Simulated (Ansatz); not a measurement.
# Ta3BN3: the cost of one run

Program: Ansatz 0.2.0. Level of theory: DFT PBE, scalar-relativistic, plane waves, PAW, unless a step names another level. These are calculated values, not measurements.

## 1. The starting structure

The structure is cubic, space group Pm-3m (No. 221). The conventional cell has a = 4.352 Å, b = 4.352 Å, c = 4.352 Å, α = 90.00°, β = 90.00°, γ = 90.00°. Around Ta (site symmetry 4/mmm) lie 2 B at 2.18 Å and 4 N at 2.18 Å. B (site symmetry m-3m) is surrounded by 6 Ta at 2.18 Å. N (site symmetry 4/mmm) is surrounded by 4 Ta at 2.18 Å.

Structure file:

```cif
data_structure
_symmetry_space_group_name_H-M 'Pm-3m'
_symmetry_Int_Tables_number 221
_cell_length_a 4.3523
_cell_length_b 4.3523
_cell_length_c 4.3523
_cell_angle_alpha 90.000
_cell_angle_beta 90.000
_cell_angle_gamma 90.000
_cell_volume 82.44
loop_
_atom_site_label
_atom_site_type_symbol
_atom_site_symmetry_multiplicity
_atom_site_Wyckoff_symbol
_atom_site_fract_x
_atom_site_fract_y
_atom_site_fract_z
_atom_site_occupancy
Ta1 Ta 3 d 0.50000 0.00000 0.00000 1
B1 B 1 a 0.00000 0.00000 0.00000 1
N1 N 3 c 0.00000 0.50000 0.50000 1
```

It came out lowest among 29 distinct ends of the trial cells. At a tolerance of 0.05 Å it has space group Pm-3m (No. 221).

## 2. Relaxing to 0.001 eV/Å, on the response runs' mesh and smearing

The input, input.yaml:

```yaml
crystal:
  lattice:
    - [4.3523248471, 0.0, 0.0]
    - [0.0, 4.3523248471, 0.0]
    - [0.0, 0.0, 4.3523248471]
  atoms:
    - { symbol: Ta, position: [0.5, 0.0, 0.0] }
    - { symbol: Ta, position: [0.0, 0.5, 0.0] }
    - { symbol: Ta, position: [0.0, 0.0, 0.5] }
    - { symbol: B, position: [0.0, 0.0, 0.0] }
    - { symbol: "N", position: [0.0, 0.5, 0.5] }
    - { symbol: "N", position: [0.5, 0.0, 0.5] }
    - { symbol: "N", position: [0.5, 0.5, 0.0] }
basis:
  ecutwfc: 420
kpoints:
  mp_grid: { grid: [8, 8, 8] }
hamiltonian:
  xc: pbe
scf:
  occupations: { method: gaussian, width: 0.1 }
output:
  forces: true
  stress: true
  eigenvalues: true
relax:
  adjacent_minimum: "off"
  f_tol: 0.001
  max_steps: 60
  cell: { stress_tol: 0.01 }
```

Launch:

```console
> ansatz run input.yaml --threads 3 --pin off --max-ram 7680MiB --backend cpu --events-out ev --progress --plain --runs-dir out
```

**Question.** How long does this run take on 3 threads of Arm Neoverse V1, shared host, and how much memory does it need?

About 4.7 s, with a peak of 0.42 GiB.
